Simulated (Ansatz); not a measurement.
**C2H7FGeSi: taking an electron away**

One table from this session's results is given with a row withheld; the runs are named, their logs left out.

Method: unrestricted cation, the program's frozen cores in correlated methods; program: Ansatz 0.2.0, Gaussian basis.

Levels to be run: UKS PBE-D4/def2-TZVPP; UKS r2SCAN-D4/def2-TZVPP; UKS PBE0-D4/def2-TZVPP; UKS B3LYP-D4/def2-TZVPP; UKS wB97X-V/def2-TZVPP; UKS wB97M-V/def2-TZVPP; UKS B2PLYP/def2-TZVPP; UHF-CCSD(T)/def2-TZVPP; UHF-MP2/def2-QZVPP; extrapolation to the limit; then −ε(HOMO) from the neutral's earlier runs with LDA (SPW92), PBE-D4, revPBE-D4, BLYP-D4, r2SCAN-D4, B97M-V, PBE0-D4, B3LYP-D4, r2SCANh-D4, r2SCAN0-D4, HSE06-D4, BHLYP-D4, CAM-B3LYP-D4, LC-ωPBE, ωB97X-V, ωB97M-V.

## The geometry

The geometry comes from an earlier relaxation with PBE0-D4 in a triple-zeta def2 set; it is a stationary point, not always the lowest conformer.

SMILES `C=C[SiH](F)[GeH3]`, 12 atoms, charge 0, spin multiplicity 1.

Atoms are counted from 1 here; the program's logs count them from 0.

Bond lengths: C1–C2 1.331 Å, C1–H6 1.087 Å, C1–H7 1.087 Å, C2–Si3 1.850 Å, C2–H8 1.089 Å, Si3–F4 1.608 Å, Si3–Ge5 2.383 Å, Si3–H9 1.487 Å, Ge5–H10 1.539 Å, Ge5–H11 1.537 Å, Ge5–H12 1.538 Å. Angles: C2–C1–H6 122.3°, C2–C1–H7 121.6°, H6–C1–H7 116.1°, C1–C2–Si3 121.6°, C1–C2–H8 118.6°, Si3–C2–H8 119.7°, C2–Si3–F4 110.1°, C2–Si3–Ge5 111.6°, C2–Si3–H9 108.2°, F4–Si3–Ge5 107.6°, F4–Si3–H9 107.9°, Ge5–Si3–H9 111.3°, Si3–Ge5–H10 109.6°, Si3–Ge5–H11 111.5°, Si3–Ge5–H12 110.8°, H10–Ge5–H11 108.3°, H10–Ge5–H12 108.1°, H11–Ge5–H12 108.4°.

Set-up of the first run:

in.yaml

```yaml
crystal:
  periodic: [false, false, false]
  atoms:
    - {symbol: C, position_ang: [-0.415839, 0.450609, 2.284137]}
    - {symbol: C, position_ang: [-0.826437, -0.065950, 1.127846]}
    - {symbol: Si, position_ang: [0.358761, -0.832754, -0.067237]}
    - {symbol: F, position_ang: [-0.080458, -2.346378, -0.386489]}
    - {symbol: Ge, position_ang: [0.413288, 0.352188, -2.133740]}
    - {symbol: H, position_ang: [-1.094591, 0.948247, 2.971338]}
    - {symbol: H, position_ang: [0.624135, 0.397438, 2.595052]}
    - {symbol: H, position_ang: [-1.880219, 0.015652, 0.866460]}
    - {symbol: H, position_ang: [1.702355, -0.871686, 0.569589]}
    - {symbol: H, position_ang: [0.971528, 1.767273, -1.902473]}
    - {symbol: H, position_ang: [1.305096, -0.356962, -3.165921]}
    - {symbol: H, position_ang: [-1.000618, 0.487023, -2.724563]}
basis:
  gaussian: {orbitals: def2-TZVPP}
total_charge: 1
magnetization: {spin_polarized: true, initial_magnetization: 1}
hamiltonian: {xc: pbe, dispersion: d4}
```

Steps of the session up to this table: Cation, UKS PBE-D4/def2-TZVPP; Cation, UKS r2SCAN-D4/def2-TZVPP; Cation, UKS PBE0-D4/def2-TZVPP; Cation, UKS B3LYP-D4/def2-TZVPP; Cation, UKS wB97X-V/def2-TZVPP; Cation, UKS wB97M-V/def2-TZVPP; Cation, UKS B2PLYP (frozen core)/def2-TZVPP; Cation, UHF-CCSD(T)/def2-TZVPP; Cation, UHF-MP2/def2-QZVPP.

One of the session's tables, all rows but one given; the rest of the session is left out.

It belongs to the step «Ionisation energies side by side». Orbital estimates, from the neutral's runs:

```
  functional  −ε(HOMO) (eV)
 LDA (SPW92)           6.88
      PBE-D4              ?
   revPBE-D4           6.71
     BLYP-D4           6.62
   r2SCAN-D4           7.01
      B97M-V           7.08
     PBE0-D4           7.88
    B3LYP-D4           7.68
  r2SCANh-D4           7.42
  r2SCAN0-D4           8.04
    HSE06-D4           7.48
    BHLYP-D4           8.87
CAM-B3LYP-D4           9.15
     LC-ωPBE          10.44
     ωB97X-V          10.11
     ωB97M-V           9.93
```

**Question.** Estimate the row for PBE-D4.

As computed: −ε(HOMO) (eV): 6.76. In the column «−ε(HOMO) (eV)» it lies between revPBE-D4 (6.71) and LDA (SPW92) (6.88).

To keep in mind: The cation may have settled in a state other than its lowest; no search over hole states beyond the program's own was made.
